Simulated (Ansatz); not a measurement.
# Sb2TeCl6: the cost of one run

Computed with Ansatz 0.2.0 (reference: DFT PBEsol, plane waves, PAW, scalar-relativistic, no spin polarisation, unless a step's input says otherwise).

1 further run of the same task is left out (it didn't finish).

## Step 1: The system as given

It takes space group Fm-3m (No. 225, cubic). The conventional cell has a = 9.982 Å, b = 9.982 Å, c = 9.982 Å, α = 90.00°, β = 90.00°, γ = 90.00°. Te (site symmetry m-3m) is surrounded by 6 Cl at 2.50 to 2.51 Å. Around Sb (site symmetry -43m) lie 12 Cl at 3.53 Å. Around Cl (site symmetry 4mm) lie 1 Te at 2.50 Å and 4 Cl at 3.52 Å and 4 Sb at 3.53 Å.

As a file:

```cif
data_structure
_symmetry_space_group_name_H-M 'P 1'
_symmetry_Int_Tables_number 1
_cell_length_a 7.0581
_cell_length_b 7.0581
_cell_length_c 7.0581
_cell_angle_alpha 60.000
_cell_angle_beta 60.000
_cell_angle_gamma 90.000
_cell_volume 248.63
loop_
_atom_site_label
_atom_site_type_symbol
_atom_site_fract_x
_atom_site_fract_y
_atom_site_fract_z
_atom_site_occupancy
Te1 Te 0.00000 0.00000 0.00000 1
Sb1 Sb 0.25000 0.75000 0.50000 1
Sb2 Sb 0.75000 0.25000 0.50000 1
Cl1 Cl 0.25000 0.25000 0.50000 1
Cl2 Cl 0.75000 0.75000 0.50000 1
Cl3 Cl 0.25100 0.25100 0.00000 1
Cl4 Cl 0.25100 0.74900 0.00000 1
Cl5 Cl 0.74900 0.74900 0.00000 1
Cl6 Cl 0.74900 0.25100 0.00000 1
```

## Step 2: The reference run

Input file input.yaml:

```yaml
crystal:
  lattice:
    - [0.0, 7.058064, 0.0]
    - [7.058064, 0.0, 0.0]
    - [3.529032, 3.529032, -4.990848]
  atoms:
    - { symbol: Te, position: [0.0, 0.0, 0.0] }
    - { symbol: Sb, position: [0.25, 0.75, 0.5] }
    - { symbol: Sb, position: [0.75, 0.25, 0.5] }
    - { symbol: Cl, position: [0.25, 0.25, 0.5] }
    - { symbol: Cl, position: [0.75, 0.75, 0.5] }
    - { symbol: Cl, position: [0.251, 0.251, 0.0] }
    - { symbol: Cl, position: [0.251, 0.749, 0.0] }
    - { symbol: Cl, position: [0.749, 0.749, 0.0] }
    - { symbol: Cl, position: [0.749, 0.251, 0.0] }
  symmetry: { tolerance: 0.0003 }
kpoints:
  mp_grid: { grid: [4, 4, 4], shift: [0, 0, 0] }
magnetization:
  spin_polarized: false
scf:
  occupations: { method: methfessel_paxton, width: 0.1369 }
hamiltonian:
  pseudopotentials: { kind: paw }
  xc: pbesol
basis:
  ecutwfc: 420
output:
  forces: true
  stress: true
  eigenvalues: true
  write_density: true
  write_potential: true
  elf: true
  volumetric_format: npy
```

The run is started by

```sh
> ansatz run input.yaml --threads 1 --pin off --max-ram 2560MiB --backend cpu --events-out ev --progress --plain --runs-dir out
```

**Question.** How long does this run take on 1 thread of Arm Neoverse V2, shared host, and how much memory does it need?

About 13 s, with a peak of 0.52 GiB.
